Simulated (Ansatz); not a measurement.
# SiH₄S₃: a ladder of functionals and wavefunction methods

An exercise on one series of results from a longer session: the logs are not shown, and one member is left open.

The runs use Ansatz 0.2.0, Gaussian basis; functionals in def2-TZVPP, the program's frozen cores in correlated methods.

Plan: LDA (SPW92), PBE-D4, revPBE-D4, BLYP-D4, r2SCAN-D4, B97M-V, PBE0-D4, B3LYP-D4, r2SCANh-D4, r2SCAN0-D4, HSE06-D4, BHLYP-D4, CAM-B3LYP-D4, LC-ωPBE, ωB97X-V, ωB97M-V, B2PLYP, PBE-QIDH; CCSD(T)/def2-SVP; CCSD(T)/def2-TZVPP; MP2/def2-QZVPP; extrapolation to the limit; RPA on PBE.

### The geometry

The geometry comes from an earlier relaxation with PBE0-D4 in a triple-zeta def2 set; it is a stationary point, not always the lowest conformer.

SMILES `S[SiH](S)S`, 8 atoms, charge 0, spin multiplicity 1.

Atoms are counted from 1 here; the program's logs count them from 0.

Bond lengths: S1–Si2 2.123 Å, S1–H5 1.344 Å, Si2–S3 2.132 Å, Si2–S4 2.134 Å, Si2–H6 1.483 Å, S3–H7 1.344 Å, S4–H8 1.345 Å. Angles: Si2–S1–H5 94.0°, S1–Si2–S3 103.1°, S1–Si2–S4 106.5°, S1–Si2–H6 115.2°, S3–Si2–S4 117.1°, S3–Si2–H6 107.6°, S4–Si2–H6 107.7°, Si2–S3–H7 93.2°, Si2–S4–H8 93.7°.

Set-up of the first run:

in.yaml

```yaml
crystal:
  periodic: [false, false, false]
  atoms:
    - {symbol: S, position_ang: [-0.544318, 1.776523, -1.229097]}
    - {symbol: Si, position_ang: [0.100097, 0.183459, 0.018025]}
    - {symbol: S, position_ang: [2.044813, -0.262413, -0.732720]}
    - {symbol: S, position_ang: [-1.377765, -1.347655, -0.143471]}
    - {symbol: H, position_ang: [-1.843336, 1.616831, -0.921319]}
    - {symbol: H, position_ang: [0.241697, 0.523948, 1.454083]}
    - {symbol: H, position_ang: [2.509806, -0.628189, 0.473616]}
    - {symbol: H, position_ang: [-1.038894, -1.919604, 1.025182]}
basis:
  gaussian: {orbitals: def2-TZVPP}
hamiltonian: {xc: lda}
output: {orbitals: {seedname: orbitals}}
```

Steps of the session up to this table: LDA; PBE-D4 (GGA); revPBE-D4 (GGA); BLYP-D4 (GGA); r2SCAN-D4 (meta-GGA); B97M-V (meta-GGA); PBE0-D4 (hybrid); B3LYP-D4 (hybrid); r2SCANh-D4 (hybrid); r2SCAN0-D4 (hybrid); HSE06-D4 (hybrid); BHLYP-D4 (hybrid); CAM-B3LYP-D4 (range-separated); LC-ωPBE-D4 (range-separated; the results give it without D4); ωB97X-V (range-separated); ωB97M-V (range-separated); B2PLYP (double hybrid); PBE-QIDH (double hybrid).

One table of the session follows, with a row left open; its other results are not shown here.

It belongs to the step «Frontier levels by functional». 

```
  functional  HOMO (eV)  gap (eV)
 LDA (SPW92)      -6.44      4.98
      PBE-D4      -6.31      5.05
   revPBE-D4      -6.27      5.09
     BLYP-D4      -6.13      4.95
   r2SCAN-D4      -6.61      5.65
      B97M-V      -6.69      5.58
     PBE0-D4      -7.53      7.17
    B3LYP-D4      -7.26      6.64
  r2SCANh-D4      -7.05      6.42
  r2SCAN0-D4      -7.72      7.55
    HSE06-D4      -7.13      6.39
    BHLYP-D4      -8.58      9.11
CAM-B3LYP-D4      -8.82      9.48
     LC-ωPBE     -10.24     12.13
     ωB97X-V      -9.86     11.59
     ωB97M-V          ?         ?
```

Estimate the missing values for ωB97M-V.

**Answer.** HOMO (eV): -9.68; gap (eV): 11.17. In the column «HOMO (eV)» it lies between ωB97X-V (-9.86) and CAM-B3LYP-D4 (-8.82).
